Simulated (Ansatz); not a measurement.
# Re2W: the cost of one run

Program: Ansatz 0.2.0. Level of theory: DFT PBE, scalar-relativistic, plane waves, PAW. These are calculated values, not measurements.

1 further run of the same task is left out (it didn't finish).

### Step 1. The starting structure

It takes space group Pn-3m (No. 224, cubic). The conventional cell has a = 4.741 Å, b = 4.741 Å, c = 4.741 Å, α = 90.00°, β = 90.00°, γ = 90.00°. Re (site symmetry -3m) is surrounded by 2 W at 2.05 Å. Around W (site symmetry -43m) lie 4 Re at 2.05 Å.

As a file:

```xyz
6
Lattice="4.7409 0.0000 0.0000 0.0000 4.7409 0.0000 0.0000 0.0000 4.7409" Properties=species:S:1:pos:R:3 pbc="T T T"
Re    1.1852    3.5557    1.1852
Re    3.5557    1.1852    1.1852
Re    1.1852    1.1852    3.5557
Re    3.5557    3.5557    3.5557
W     0.0000    0.0000    0.0000
W     2.3704    2.3704    2.3704
```

A structure generator made this guess: species swapped into a database cell of Ti2H (Pn-3m, No. 224), with Re on the Ti sites and W on the H sites. The dimensions are guesses.

### Step 2. Probe: one point on a coarse mesh

input.yaml

```yaml
crystal:
  lattice:
    - [4.74088822, 0.0, 0.0]
    - [0.0, 4.74088822, 0.0]
    - [0.0, 0.0, 4.74088822]
  atoms:
    - { symbol: Re, position: [0.25, 0.75, 0.25] }
    - { symbol: Re, position: [0.75, 0.25, 0.25] }
    - { symbol: Re, position: [0.25, 0.25, 0.75] }
    - { symbol: Re, position: [0.75, 0.75, 0.75] }
    - { symbol: W, position: [0.0, 0.0, 0.0] }
    - { symbol: W, position: [0.5, 0.5, 0.5] }
basis:
  ecutwfc: 420
kpoints:
  mp_grid: { grid: [4, 4, 4] }
hamiltonian:
  xc: pbe
scf:
  occupations: { method: gaussian, width: 0.1 }
  lower_state_search: "off"
output:
  forces: true
  stress: true
  eigenvalues: true
```

On the command line:

```bash
$ ansatz run input.yaml --threads 1 --pin off --max-ram 2048MiB --backend cpu --events-out ev --progress --plain --runs-dir out
```

**Question.** How long does this run take on 1 thread of Intel Xeon 6975P-C (Granite Rapids), shared host, and how much memory does it need?

About 2.3 s, with a peak of 0.4 GiB.
